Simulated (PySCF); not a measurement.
# Si²⁺: excitation energy in dyall-av4z

Wanted: the excitation energy of silicon, up a ladder of methods.

Method: unrestricted determinants in a Gaussian basis, no spin-orbit coupling in the energies. Code: PySCF 2.14.0.

## 1. The atom as given

* Element: silicon (Z = 14)
* Basis: dyall-av4z (25s15p4d3f2g, 129 functions)
* Hamiltonian: scalar relativity by spin-free X2C-1e
* State 1: Si²⁺: [Ne] 3s1 3p1, high-spin 3P determinant (an excited configuration)
* Needed too, but not shown: Si²⁺ [Ne] 3s2 (1S)
* Methods: UHF, LDA, PBE, PBE0, r2SCAN, BP86, B3LYP, PW91, MP2
* Core shells frozen in the correlated runs: valence: [Ne] (for Si²⁺)

Outer shells as boxes (Hund's rule):

Si2+ [Ne] 3s1 3p1
```
[Ne] core
3s [↑ ]
3p [↑ ][  ][  ]
```

One driver process ran all states and methods and kept the integrals in memory. Each run is shown as a PySCF script that sums up its settings (the driver passes frozen orbitals as a list and adds second-order terms of double hybrids); the logs are those of the runs themselves. The driver starts from symmetry-adapted Hartree-Fock orbitals, holds the occupation by maximum overlap and uses a logarithmic radial grid for functionals, so a plain start would take other cycles.

The integrals over 129 functions and the set-up took 0.9 s of CPU time.

## 2. Si²⁺ [Ne] 3s1 3p1

**UHF**

The input, input.py:

```python
from pyscf import gto, scf, dft, mp, cc
import basis_set_exchange as bse
mol = gto.M(atom="Si 0 0 0", charge=2, spin=2, symmetry="D2h",
            basis=gto.basis.parse(bse.get_basis("dyall-av4z", elements=["Si"], fmt="nwchem")),
            nucmod="G")
mf = scf.UHF(mol).sfx2c1e()
mf.irrep_nelec = {'Ag': (3, 2), 'B1u': (1, 1), 'B2u': (2, 1), 'B3u': (1, 1)}
mf.kernel()
```

**LDA**

Changes to input.py:

```diff
@@ -5,3 +5,3 @@
             nucmod="G")
-mf = scf.UHF(mol).sfx2c1e()
+mf = dft.UKS(mol, xc="LDA,VWN").sfx2c1e()
 mf.irrep_nelec = {'Ag': (3, 2), 'B1u': (1, 1), 'B2u': (2, 1), 'B3u': (1, 1)}
```

**PBE**

Changes to input.py:

```diff
@@ -5,3 +5,3 @@
             nucmod="G")
-mf = dft.UKS(mol, xc="LDA,VWN").sfx2c1e()
+mf = dft.UKS(mol, xc="PBE").sfx2c1e()
 mf.irrep_nelec = {'Ag': (3, 2), 'B1u': (1, 1), 'B2u': (2, 1), 'B3u': (1, 1)}
```

**PBE0**

Changes to input.py:

```diff
@@ -5,3 +5,3 @@
             nucmod="G")
-mf = dft.UKS(mol, xc="PBE").sfx2c1e()
+mf = dft.UKS(mol, xc="PBE0").sfx2c1e()
 mf.irrep_nelec = {'Ag': (3, 2), 'B1u': (1, 1), 'B2u': (2, 1), 'B3u': (1, 1)}
```

**r2SCAN**

Changes to input.py:

```diff
@@ -5,3 +5,3 @@
             nucmod="G")
-mf = dft.UKS(mol, xc="PBE0").sfx2c1e()
+mf = dft.UKS(mol, xc="R2SCAN").sfx2c1e()
 mf.irrep_nelec = {'Ag': (3, 2), 'B1u': (1, 1), 'B2u': (2, 1), 'B3u': (1, 1)}
```

**BP86**

Changes to input.py:

```diff
@@ -5,3 +5,3 @@
             nucmod="G")
-mf = dft.UKS(mol, xc="R2SCAN").sfx2c1e()
+mf = dft.UKS(mol, xc="B88,P86").sfx2c1e()
 mf.irrep_nelec = {'Ag': (3, 2), 'B1u': (1, 1), 'B2u': (2, 1), 'B3u': (1, 1)}
```

**B3LYP**

Changes to input.py:

```diff
@@ -5,3 +5,3 @@
             nucmod="G")
-mf = dft.UKS(mol, xc="B88,P86").sfx2c1e()
+mf = dft.UKS(mol, xc="B3LYP").sfx2c1e()
 mf.irrep_nelec = {'Ag': (3, 2), 'B1u': (1, 1), 'B2u': (2, 1), 'B3u': (1, 1)}
```

**PW91**

Changes to input.py:

```diff
@@ -5,3 +5,3 @@
             nucmod="G")
-mf = dft.UKS(mol, xc="B3LYP").sfx2c1e()
+mf = dft.UKS(mol, xc="PW91,PW91").sfx2c1e()
 mf.irrep_nelec = {'Ag': (3, 2), 'B1u': (1, 1), 'B2u': (2, 1), 'B3u': (1, 1)}
```

**MP2 (valence)**

Changes to input.py:

```diff
@@ -5,4 +5,5 @@
             nucmod="G")
-mf = dft.UKS(mol, xc="PW91,PW91").sfx2c1e()
+mf = scf.UHF(mol).sfx2c1e()
 mf.irrep_nelec = {'Ag': (3, 2), 'B1u': (1, 1), 'B2u': (2, 1), 'B3u': (1, 1)}
 mf.kernel()
+mp.UMP2(mf, frozen=5).kernel()
```

Q: Predict the outcome of this session.

**Answer**, as computed:

```
                              quantity                              value
excitation energy, Si²⁺ → [Ne] 3s1 3p1  UHF 5.323, MP2 (valence) 6.153 eV
```

In words: The methods span 1.293 eV, from UHF (5.323) to LDA (6.616). No reference value is at hand in this session. The basis is finite, and no extrapolation was made.
